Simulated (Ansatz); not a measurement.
**SnCl3F: how energies converge with the basis set**

An exercise on one series of results from a longer session: the logs are not shown, and one member is left open.

The runs use Ansatz 0.2.0, Gaussian basis; one geometry, several basis sets.

Levels to be run: PBE0-D4/def2-SVP; ωB97M-V/def2-SVP; PBE0-D4/def2-QZVPP; ωB97M-V/def2-QZVPP; the functionals' def2-TZVPP values are taken from earlier runs.

### Structure used throughout

The geometry comes from an earlier relaxation with PBE0-D4 in a triple-zeta def2 set; it is a stationary point. Sn takes the def2 core potential; no spin-orbit term is included.

SMILES `[F][Sn]([Cl])([Cl])[Cl]`, 5 atoms, charge 0, spin multiplicity 1.

Atoms are counted from 1 here; the program's logs count them from 0.

Bond lengths: F1–Sn2 1.892 Å, Sn2–Cl3 2.279 Å, Sn2–Cl4 2.279 Å, Sn2–Cl5 2.279 Å. Angles: F1–Sn2–Cl3 107.4°, F1–Sn2–Cl4 107.4°, F1–Sn2–Cl5 107.4°, Cl3–Sn2–Cl4 111.5°, Cl3–Sn2–Cl5 111.5°, Cl4–Sn2–Cl5 111.5°.

Set-up of the first run:

File in.yaml:

```yaml
crystal:
  periodic: [false, false, false]
  atoms:
    - {symbol: F, position_ang: [-0.364536, -0.145826, 1.880971]}
    - {symbol: Sn, position_ang: [-0.005628, -0.002255, 0.029110]}
    - {symbol: Cl, position_ang: [1.736354, -1.396310, -0.436180]}
    - {symbol: Cl, position_ang: [-1.895457, -0.628132, -1.080452]}
    - {symbol: Cl, position_ang: [0.529258, 2.172523, -0.393458]}
basis:
  gaussian: {orbitals: def2-SVP}
hamiltonian: {xc: pbe0, dispersion: d4}
output: {orbitals: {seedname: orbitals}}
```

Among the steps run: PBE0-D4 in def2-SVP; ωB97M-V in def2-SVP; PBE0-D4 in def2-QZVPP; ωB97M-V in def2-QZVPP.

One of the session's tables, all rows but one given; the rest of the session is left out.

It belongs to the step «Density functionals: the series». 

```
functional       basis  HOMO (eV)  LUMO (eV)
   PBE0-D4    def2-SVP          ?          ?
   PBE0-D4  def2-TZVPP      -9.95      -3.21
   PBE0-D4  def2-QZVPP      -9.96      -3.23
   ωB97M-V    def2-SVP     -12.01      -0.91
   ωB97M-V  def2-TZVPP     -12.22      -1.11
   ωB97M-V  def2-QZVPP     -12.25      -1.19
```

**Question.** Estimate the row for PBE0-D4, def2-SVP.

The run gave: HOMO (eV): -9.80; LUMO (eV): -3.10. In the column «HOMO (eV)» it is the highest.
